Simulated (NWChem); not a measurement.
# CH4OSSn (SMILES C[S][Sn][OH]): levels of theory compared

We compute a comparison of 4 runs (HF/def2-SVP, PBE0/def2-SVP, PBE/def2-SVP, TPSSh/def2-SVP) of CH4OSSn. 

The results are computed with NWChem 7.3.0.

## (1) The molecule

The species is CH4OSSn (8 atoms), meant as a singlet with charge 0. As SMILES, `C[S][Sn][OH]`. The coordinates come from a PBE0-D4/def2-TZVP relaxation. This is one conformer, not always the lowest.

Bond lengths: C1–S2 1.814 Å, S2–Sn3 2.440 Å, Sn3–O4 1.980 Å, C1–H5 1.091 Å, C1–H6 1.090 Å, C1–H7 1.091 Å, O4–H8 0.961 Å. Angles: C1–S2–Sn3 105.4°, S2–Sn3–O4 98.8°, S2–C1–H5 111.4°, S2–C1–H6 107.3°, S2–C1–H7 111.4°, Sn3–O4–H8 117.2°, H5–C1–H6 108.2°, H5–C1–H7 110.1°, H6–C1–H7 108.2°.

## (2) Energy and forces at HF/def2-SVP (core potential) (run 1)

Contents of m1.nw:

```
start m1
title "CH4OSSn hf"
memory stack 880 mb heap 220 mb global 1100 mb
charge 0

geometry noautosym nocenter noautoz
  C    -0.402900    0.808400    0.611000
  S    -1.528900    0.160600   -0.654800
  Sn   -0.280900   -1.598800   -1.795900
  O     1.412300   -1.480500   -0.775600
  H    -0.123100    0.035500    1.327900
  H    -0.934900    1.594200    1.147100
  H     0.490200    1.245300    0.162600
  H     1.460400   -0.821700   -0.078100
end

basis spherical bse
  C library def2-SVP
  S library def2-SVP
  Sn library def2-SVP
  O library def2-SVP
  H library def2-SVP
end

ecp bse
  Sn library def2-SVP
end

scf
  thresh 1e-08
  maxiter 80
  noprint "final vectors analysis"
end

task scf gradient
```

Launch:

```sh
$ nwchem m1.nw > m1.out
```

The log of the run:

```text
[...]
  functions       =    92
[...]
  wavefunction    = RHF
[...]
         Total SCF energy =   -725.766136911829
      One-electron energy =  -1574.688542601072
      Two-electron energy =    602.488092592912
 Nuclear repulsion energy =    246.434313096332
        Time for solution =     25.2s
[...]
                         RHF ENERGY GRADIENTS
    atom               coordinates                        gradient
                 x          y          z           x          y          z
   1 C      -0.761371   1.527654   1.154623   -0.002422  -0.003575  -0.004998
   2 S      -2.889202   0.303490  -1.237393    0.004514  -0.001324   0.001029
   3 Sn     -0.530824  -3.021294  -3.393759   -0.001571   0.007229   0.006584
   4 O       2.668860  -2.797739  -1.465671    0.003246  -0.015753  -0.014348
   5 H      -0.232625   0.067085   2.509367   -0.000062  -0.001672   0.000562
   6 H      -1.766705   3.012601   2.167705   -0.001005   0.000838   0.000363
   7 H       0.926344   2.353276   0.307269    0.000951   0.000388  -0.001413
   8 H       2.759756  -1.552788  -0.147588   -0.003650   0.013868   0.012221
[...]
```

Run time: 35 s. Hardware: 1 thread of Intel Xeon Platinum 8375C at 2.90GHz (Ice Lake), shared host; peak memory 0.1 GiB.

## (3) Energy and forces at PBE0/def2-SVP (core potential) (run 2)

Contents of nw.nw:

```
start nw
title "CH4OSSn"
memory stack 880 mb heap 220 mb global 1100 mb
charge 0

geometry noautosym nocenter noautoz
   C     -0.402900     0.808400     0.611000
   S     -1.528900     0.160600    -0.654800
   Sn    -0.280900    -1.598800    -1.795900
   O      1.412300    -1.480500    -0.775600
   H     -0.123100     0.035500     1.327900
   H     -0.934900     1.594200     1.147100
   H      0.490200     1.245300     0.162600
   H      1.460400    -0.821700    -0.078100
end

basis spherical bse
   * library def2-SVP
end

ecp bse
   Sn library def2-SVP
end

dft
   xc pbe0
   mult 1
   grid fine
   convergence energy 1e-08
   maxiter 100
   mulliken
   print low
end

task dft gradient
```

Launch:

```sh
$ nwchem nw.nw > nw.out
```

The log of the run:

```text
[...]
 d= 0,ls=0.0,diis     1   -727.7024785775 -9.74D+02  1.93D-02  7.44D-01     3.7
[...]
 d= 0,ls=0.0,diis    10   -727.8004289362 -1.99D-09  7.14D-07  7.53D-09    25.5
         Total DFT energy =     -727.800428936195
      One electron energy =    -1575.290335332838
           Coulomb energy =      660.092746595035
    Exchange-Corr. energy =      -59.037153294724
 Nuclear repulsion energy =      246.434313096332
[...]
                         DFT ENERGY GRADIENTS
    atom               coordinates                        gradient
                 x          y          z           x          y          z
   1 C      -0.761371   1.527654   1.154623    0.002252   0.002279   0.003545
   2 S      -2.889202   0.303490  -1.237393    0.005080  -0.003204  -0.000599
   3 Sn     -0.530824  -3.021294  -3.393759    0.004351   0.005311   0.007764
   4 O       2.668860  -2.797739  -1.465671   -0.006075   0.001072  -0.002143
   5 H      -0.232625   0.067085   2.509367   -0.002061   0.003966  -0.004437
   6 H      -1.766705   3.012601   2.167705    0.002669  -0.004378  -0.003127
   7 H       0.926344   2.353276   0.307269   -0.005402  -0.002626   0.001899
   8 H       2.759756  -1.552788  -0.147588   -0.000814  -0.002420  -0.002903
 Task  times  cpu:       34.5s     wall:       34.5s
 Total times  cpu:       34.6s     wall:       34.6s
```

It took 35 s on 1 thread of Intel Xeon Platinum 8375C at 2.90GHz (Ice Lake), shared host; peak memory 0.12 GiB.

Run 3 isn't shown in full; the table further down has it.

## (4) Energy and gradient at TPSSh/def2-SVP (core potential) (run 4)

Contents of struct.nw:

```
start struct
title "CH4OSSn"
memory 2200 mb

geometry noautosym nocenter noautoz
  C       -0.402900       0.808400       0.611000
  S       -1.528900       0.160600      -0.654800
  Sn      -0.280900      -1.598800      -1.795900
  O        1.412300      -1.480500      -0.775600
  H       -0.123100       0.035500       1.327900
  H       -0.934900       1.594200       1.147100
  H        0.490200       1.245300       0.162600
  H        1.460400      -0.821700      -0.078100
end

basis spherical bse
  * library def2-SVP
end

ecp bse
  Sn library def2-SVP
end

dft
  xc xctpssh
  grid fine
  convergence energy 1e-08
  maxiter 100
  mulliken
  noprint "final vectors analysis"
end

task dft gradient
```

Launch:

```sh
$ nwchem struct.nw > struct.out
```

The log of the run:

```text
[...]
          Wavefunction type:  closed shell.
          No. of atoms     :     8
          No. of electrons :    56
[...]
          Charge           :     0
          Spin multiplicity:     1
[...]
          AO basis - number of functions:    92
[...]
              XC Information
              --------------
                  TPSS hybrid Method XC Functional
                     Hartree-Fock (Exact) Exchange  0.100
                  TPSS metaGGA Exchange Functional  0.900
             TPSS03 metaGGA Correlation Functional  1.000
[...]
 d= 0,ls=0.0,diis     1   -727.9067564057 -9.74D+02  2.34D-02  7.38D-01     4.1
[...]
 d= 0,ls=0.0,diis    12   -728.0107528071 -2.78D-10  2.75D-07  4.34D-10    37.3
         Total DFT energy =     -728.010752807060
      One electron energy =    -1575.215904876618
           Coulomb energy =      660.011712805344
    Exchange-Corr. energy =      -59.240873832117
 Nuclear repulsion energy =      246.434313096332
[...]
  wavefunction    = closed shell
                         DFT ENERGY GRADIENTS
    atom               coordinates                        gradient
                 x          y          z           x          y          z
   1 C      -0.761371   1.527654   1.154623   -0.000674  -0.000309  -0.000677
   2 S      -2.889202   0.303490  -1.237393    0.009467  -0.003353   0.001590
   3 Sn     -0.530824  -3.021294  -3.393759    0.006248   0.007535   0.011050
   4 O       2.668860  -2.797739  -1.465671   -0.009333   0.005349   0.000494
   5 H      -0.232625   0.067085   2.509367   -0.002066   0.004430  -0.004368
   6 H      -1.766705   3.012601   2.167705    0.003030  -0.004519  -0.003082
   7 H       0.926344   2.353276   0.307269   -0.005589  -0.002524   0.002315
   8 H       2.759756  -1.552788  -0.147588   -0.001081  -0.006610  -0.007321
[...]
```

Wall time 50 s (1 thread of Intel Xeon Platinum 8375C at 2.90GHz (Ice Lake), shared host); peak memory 0.12 GiB.

## (5) The series

```csv
run,level,iteration cap,module,energy (Eh),dipole moment (D),largest force (eV/Å),wall time
1,HF/def2-SVP (core potential),80,scf,-725.766137,0.62,1.108,35 s
2,PBE0/def2-SVP (core potential),100,dft,-727.800429,–,0.533,35 s
3,PBE/def2-SVP (core potential),100,dft,-727.756670,1.02,1.042,45 s
4,TPSSh/def2-SVP (core potential),100,dft,-728.010753,0.92,0.759,50 s
```

## (6) Outcome

```
                       quantity          value
            run 4: total energy  -728.01075 Eh
           run 4: dipole moment         0.92 D
run 4: largest force on an atom     0.759 eV/Å
```

**Reading.** Over runs 1, 3, 4 the dipole moment (its size) runs from 0.62 D (HF/def2-SVP) to 1.02 D (PBE/def2-SVP). Totals of different functionals can't be ranked against each other. All runs together took 2.8 min, the longest 50 s.
